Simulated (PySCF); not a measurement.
# C2H7InO (SMILES [CH3][In]([CH3])[OH]) at BLYP/ANO-RCC-MB (sfX2C)

Aim: the vertical ionisation energy of C2H7InO at BLYP/ANO-RCC-MB (sfX2C), from 2 runs. 

The results are computed with PySCF 2.14.0.

## (1) The molecule

C2H7InO has 11 atoms, charge 0, and is taken as a singlet. SMILES: `[CH3][In]([CH3])[OH]`. Geometry: relaxed at PBE0-D4/def2-TZVP.

Bond lengths: C1–In2 2.148 Å, In2–C3 2.138 Å, In2–O4 2.007 Å, C1–H5 1.090 Å, C1–H6 1.090 Å, C1–H7 1.092 Å, C3–H8 1.090 Å, C3–H9 1.091 Å, C3–H10 1.091 Å, O4–H11 0.959 Å. Some angles: C1–In2–C3 136.7°, C1–In2–O4 114.2°, C3–In2–O4 109.1°, In2–C1–H5 110.1°, In2–C1–H6 111.1°, In2–C1–H7 109.5°, In2–C3–H8 108.7°, In2–C3–H9 110.5°, In2–C3–H10 110.8°, In2–O4–H11 114.0°.

## (2) A single-point energy at BLYP/ANO-RCC-MB (sfX2C)

Contents of run.py:

```python
from pyscf import gto, dft

mol = gto.M(
    atom='''
C       -1.237900       1.174600      -1.040300
In       0.014400      -0.256200      -0.041000
C        1.531800      -0.211200       1.463900
O       -0.279600      -2.154900      -0.620200
H       -1.551200       0.785300      -2.009500
H       -0.715300       2.120700      -1.184200
H       -2.128400       1.363200      -0.437100
H        1.929400      -1.218000       1.588800
H        1.117400       0.131700       2.413400
H        2.339100       0.465700       1.180700
H       -0.954500      -2.257800      -1.293900
''',
    spin=0,
    basis='ano-rcc-mb',
    verbose=4,
    max_memory=1860,
)

calc0 = dft.RKS(mol, xc='blyp')
calc0 = calc0.x2c()
calc0.grids.level = 4
calc0.conv_tol = 1e-10
calc0.kernel()
if not calc0.converged:
    calc0 = calc0.newton().run(calc0.mo_coeff, calc0.mo_occ)

e_final = calc0.e_tot
print('E = %.10f Eh' % e_final)
```

Launch:

```
$ OMP_NUM_THREADS=1 python run.py
```

The program printed:

```text
PySCF version 2.14.0

[INPUT] num. atoms = 11
[INPUT] num. electrons = 76
[INPUT] charge = 0
[INPUT] spin (= nelec alpha-beta = 2S) = 0
[INPUT] symmetry False subgroup None
[INPUT] Mole.unit = angstrom
[INPUT] Symbol           X                Y                Z      unit          X                Y                Z       unit  Magmom
[INPUT]  1 C     -1.237900000000   1.174600000000  -1.040300000000 AA   -2.339291969599   2.219672305914  -1.965882087385 Bohr   0.0
[INPUT]  2 In     0.014400000000  -0.256200000000  -0.041000000000 AA    0.027212056194  -0.484147833114  -0.077478771107 Bohr   0.0
[INPUT]  3 C      1.531800000000  -0.211200000000   1.463900000000 AA    2.894682477609  -0.399110157508   2.766370073751 Bohr   0.0
[INPUT]  4 O     -0.279600000000  -2.154900000000  -0.620200000000 AA   -0.528367424428  -4.072170825825  -1.172008142455 Bohr   0.0
[INPUT]  5 H     -1.551200000000   0.785300000000  -2.009500000000 AA   -2.931343164425   1.484001925621  -3.797404647313 Bohr   0.0
[INPUT]  6 H     -0.715300000000   2.120700000000  -1.184200000000 AA   -1.351721096901   4.007542192365  -2.237813676710 Bohr   0.0
[INPUT]  7 H     -2.128400000000   1.363200000000  -0.437100000000 AA   -4.022093083524   2.576074653007  -0.825999289047 Bohr   0.0
[INPUT]  8 H      1.929400000000  -1.218000000000   1.588800000000 AA    3.646037584736  -2.301686419720   3.002396866709 Bohr   0.0
[INPUT]  9 H      1.117400000000   0.131700000000   2.413400000000 AA    2.111579971589   0.248876930605   4.560665029025 Bohr   0.0
[INPUT] 10 H      2.339100000000   0.465700000000   1.180700000000 AA    4.420258377970   0.880045456210   2.231199635274 Bohr   0.0
[INPUT] 11 H     -0.954500000000  -2.257800000000  -1.293900000000 AA   -1.803743585897  -4.266623644043  -2.445116632575 Bohr   0.0

nuclear repulsion = 373.563922145713
number of shells = 16
number of NR pGTOs = 323
number of NR cGTOs = 49
basis = ano-rcc-mb
ecp = {}

******** <class 'pyscf.x2c.sfx2c1e.sfX2C1eRKS'> ********
method = sfX2C1eRKS
initial guess = minao
damping factor = 0
level_shift factor = 0
DIIS = <class 'pyscf.scf.diis.CDIIS'>
diis_start_cycle = 1
diis_space = 8
diis_damp = 0
SCF conv_tol = 1e-10
SCF conv_tol_grad = None
SCF max_cycles = 50
direct_scf = True
direct_scf_tol = 1e-13
XC library pyscf.dft.libxc version 7.0.0
    S. Lehtola, C. Steigemann, M. J.T. Oliveira, and M. A.L. Marques.,  SoftwareX 7, 1–5 (2018)
XC functionals = blyp
    A. D. Becke.,  Phys. Rev. A 38, 3098 (1988)
    C. Lee, W. Yang, and R. G. Parr.,  Phys. Rev. B 37, 785 (1988)
    B. Miehlich, A. Savin, H. Stoll, and H. Preuss.,  Chem. Phys. Lett. 157, 200 (1989)
radial grids:
    Treutler-Ahlrichs [JCP 102, 346 (1995); DOI:10.1063/1.469408] (M4) radial grids

becke partition: Becke, JCP 88, 2547 (1988); DOI:10.1063/1.454033
pruning grids: <function nwchem_prune>
grids dens level: 4
symmetrized grids: False
atomic radii adjust function: <function treutler_atomic_radii_adjust>
small_rho_cutoff = 0

******** <class 'pyscf.x2c.sfx2c1e.SpinFreeX2CHelper'> ********
approx = 1e
xuncontract = 1
Set gradient conv threshold to 1e-05
Initial guess from minao.
tot grids = 227560
init E= -6036.7695973039
  HOMO = -0.304581824565476  LUMO = -0.0656001656897605  gap/eV = 6.50302
cycle= 1 E= -6036.45188898812  delta_E= 0.318  |g|= 0.65  |ddm|= 3.96
  HOMO = -0.0215234930683719  LUMO = 0.0406612526275952  gap/eV = 1.69213
cycle= 2 E= -6033.63004640712  delta_E= 2.82  |g|= 2.73  |ddm|= 4.77
  HOMO = -0.199368683665184  LUMO = -0.0588656602536862  gap/eV = 3.82328
cycle= 3 E= -6036.57778300429  delta_E= -2.95  |g|= 0.408  |ddm|= 4.19
  HOMO = -0.215346596853658  LUMO = -0.0595968225424091  gap/eV = 4.23817
cycle= 4 E= -6036.63422821918  delta_E= -0.0564  |g|= 0.135  |ddm|= 0.902
  HOMO = -0.216708349700706  LUMO = -0.0645032390414251  gap/eV = 4.14171
cycle= 5 E= -6036.63934111456  delta_E= -0.00511  |g|= 0.049  |ddm|= 0.169
  HOMO = -0.220424814607963  LUMO = -0.0646278652671263  gap/eV = 4.23945
cycle= 6 E= -6036.64010593506  delta_E= -0.000765  |g|= 0.025  |ddm|= 0.0592
  HOMO = -0.222774544149661  LUMO = -0.0646484527834128  gap/eV = 4.30283
cycle= 7 E= -6036.64035274413  delta_E= -0.000247  |g|= 0.0062  |ddm|= 0.0408
  HOMO = -0.223508129662351  LUMO = -0.0647902495671999  gap/eV = 4.31893
cycle= 8 E= -6036.64036681742  delta_E= -1.41e-05  |g|= 0.00025  |ddm|= 0.01
  HOMO = -0.223504844044807  LUMO = -0.0647599954958978  gap/eV = 4.31967
cycle= 9 E= -6036.64036685182  delta_E= -3.44e-08  |g|= 4.1e-05  |ddm|= 0.000611
  HOMO = -0.223512472229647  LUMO = -0.0647646904098658  gap/eV = 4.31975
cycle= 10 E= -6036.64036685258  delta_E= -7.57e-10  |g|= 1.02e-05  |ddm|= 0.000111
  HOMO = -0.223510908873768  LUMO = -0.0647642036946154  gap/eV = 4.31972
cycle= 11 E= -6036.64036685262  delta_E= -4.73e-11  |g|= 5.24e-07  |ddm|= 1.86e-05
  HOMO = -0.223510743491041  LUMO = -0.0647642548824738  gap/eV = 4.31971
Extra cycle  E= -6036.64036685263  delta_E= -5.46e-12  |g|= 1.44e-06  |ddm|= 3.61e-06
converged SCF energy = -6036.64036685263
E = -6036.6403668526 Eh
```

Run time: 26 s. Hardware: 1 thread of Arm Neoverse V1, shared host; peak memory 0.33 GiB.

## (3) The doublet cation, same level

Contents of job.py:

```python
from pyscf import gto, dft

system = gto.Mole()
system.atom = '''
C     -1.237900     1.174600    -1.040300
In     0.014400    -0.256200    -0.041000
C      1.531800    -0.211200     1.463900
O     -0.279600    -2.154900    -0.620200
H     -1.551200     0.785300    -2.009500
H     -0.715300     2.120700    -1.184200
H     -2.128400     1.363200    -0.437100
H      1.929400    -1.218000     1.588800
H      1.117400     0.131700     2.413400
H      2.339100     0.465700     1.180700
H     -0.954500    -2.257800    -1.293900
'''
system.basis = 'ano-rcc-mb'
system.spin = 1
system.charge = 1
system.max_memory = 1860
system.verbose = 4
system.build()

mf = dft.UKS(system)
mf.xc = 'blyp'
mf = mf.sfx2c1e()
mf.conv_tol = 1e-10
mf.grids.level = 4
mf.kernel()
if not mf.converged:
    mf = mf.newton().run(mf.mo_coeff, mf.mo_occ)

energy = mf.e_tot
print('Final energy', energy)
```

Launch:

```
$ OMP_NUM_THREADS=1 python job.py
```

The program printed:

```text
PySCF version 2.14.0

[... 66 lines left out ...]
WARN: HOMO -0.304581824565435 >= LUMO -0.304581824565461
[... 74 lines left out ...]
converged SCF energy = -6036.28549961113  <S^2> = 0.75481775  2S+1 = 2.004812
Final energy -6036.285499611134
```

Run time: 46 s. Hardware: 1 thread of Arm Neoverse V1, shared host; peak memory 0.35 GiB.

## (4) Summary of results

Level: BLYP/ANO-RCC-MB (sfX2C).

```
                                          quantity           value
                     singlet C2H7InO: total energy  -6036.64037 Eh
                    singlet C2H7InO: dipole moment          1.74 D
                      singlet C2H7InO: HOMO energy        -6.08 eV
                      singlet C2H7InO: LUMO energy        -1.76 eV
                    singlet C2H7InO: HOMO–LUMO gap         4.32 eV
                      doublet cation: total energy  -6036.28550 Eh
doublet cation: HOMO energy (highest over α and β)       -13.14 eV
 doublet cation: LUMO energy (lowest over α and β)       -12.97 eV
                              doublet cation: ⟨S²⟩           0.755
vertical ionisation energy (to the doublet cation)        9.656 eV
```

What this shows: Removing an electron at fixed nuclei costs 9.66 eV (932 kJ/mol). The negative HOMO energy of the first species, 6.08 eV, lies 3.57 eV below that difference. In a minimal basis such a difference can be off by several eV, whatever the method. Mulliken charges (singlet C2H7InO) run from -0.78 on C3 to +1.04 on In2; they depend strongly on the basis.
